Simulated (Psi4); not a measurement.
**r2SCAN-D4/6-31G(d) (density fitting, Cartesian functions, force field UFF) run of C2H9NSi (SMILES CN(C)[SiH3])**

We compute a geometry optimisation of C2H9NSi. The job is set up through a Python script.

The results are computed with Psi4 1.11.

**1. The molecule**

The species is C2H9NSi (13 atoms), meant as a singlet with charge 0. As SMILES, `CN(C)[SiH3]`. The shape is built from the SMILES string. The run starts from this shape.

Bond lengths: C1–N2 1.468 Å, N2–C3 1.468 Å, N2–Si4 1.806 Å, C1–H5 1.111 Å, C1–H6 1.112 Å, C1–H7 1.114 Å, C3–H8 1.112 Å, C3–H9 1.114 Å, C3–H10 1.111 Å, Si4–H11 1.471 Å, Si4–H12 1.471 Å, Si4–H13 1.471 Å. Some angles: C1–N2–C3 110.1°, C1–N2–Si4 109.4°, C3–N2–Si4 109.4°, N2–C1–H5 110.0°, N2–C1–H6 110.2°, N2–C1–H7 111.6°, N2–C3–H8 110.2°, N2–C3–H9 111.6°, N2–C3–H10 110.0°, N2–Si4–H11 109.6°.

**2. A geometry optimisation at r2SCAN-D4/6-31G(d) (density fitting, Cartesian functions, force field UFF)**

The input, calc.py:

```python
import psi4
from rdkit import Chem
from rdkit.Chem import AllChem

psi4.set_memory(1600000000)
psi4.set_num_threads(1)
psi4.core.set_output_file('psi4.out', False)

rd = Chem.AddHs(Chem.MolFromSmiles('CN(C)[SiH3]'))
AllChem.EmbedMolecule(rd, randomSeed=699)
AllChem.UFFOptimizeMolecule(rd, maxIters=2000)
atoms = '\n'.join(Chem.MolToXYZBlock(rd).splitlines()[2:])
geom = psi4.geometry('0 1\n' + atoms + '')

options = {'basis': '6-31G*', 'reference': 'rks', 'geom_maxiter': 60}
psi4.set_options(options)

energy_value = psi4.optimize("R2SCAN-D4", molecule=geom)
print(f'total energy {energy_value:.8f} hartree = {energy_value * 27.211386:.5f} eV')
print(geom.to_string(dtype='xyz', units='Angstrom'))
```

Started as:

```sh
$ python calc.py
```

**Question.** What will come out? Wanted: total energy at the end; dipole moment; HOMO energy; LUMO energy; HOMO–LUMO gap; dispersion energy.

Answer, from the run:

At r2SCAN-D4/6-31G* (density fitting, Cartesian functions, force field UFF):

```
               quantity          value
total energy at the end  -425.73122 Eh
          dipole moment         1.01 D
            HOMO energy       -5.14 eV
            LUMO energy        0.59 eV
          HOMO–LUMO gap        5.74 eV
      dispersion energy   -6.08 kJ/mol
```

What this shows: At the final geometry: Bond lengths: C1–N2 1.454 Å, N2–C3 1.454 Å, N2–Si4 1.733 Å, C1–H5 1.101 Å, C1–H6 1.096 Å, C1–H7 1.106 Å, C3–H8 1.096 Å, C3–H9 1.106 Å, C3–H10 1.101 Å, Si4–H11 1.489 Å, Si4–H12 1.503 Å, Si4–H13 1.489 Å. Some angles: C1–N2–C3 112.8°, C1–N2–Si4 119.9°, C3–N2–Si4 119.9°, N2–C1–H5 109.9°, N2–C1–H6 110.2°, N2–C1–H7 112.9°, N2–C3–H8 110.2°, N2–C3–H9 112.9°, N2–C3–H10 109.9°, N2–Si4–H11 107.8°. The optimisation took 10 steps and changed the energy by -0.165 eV.
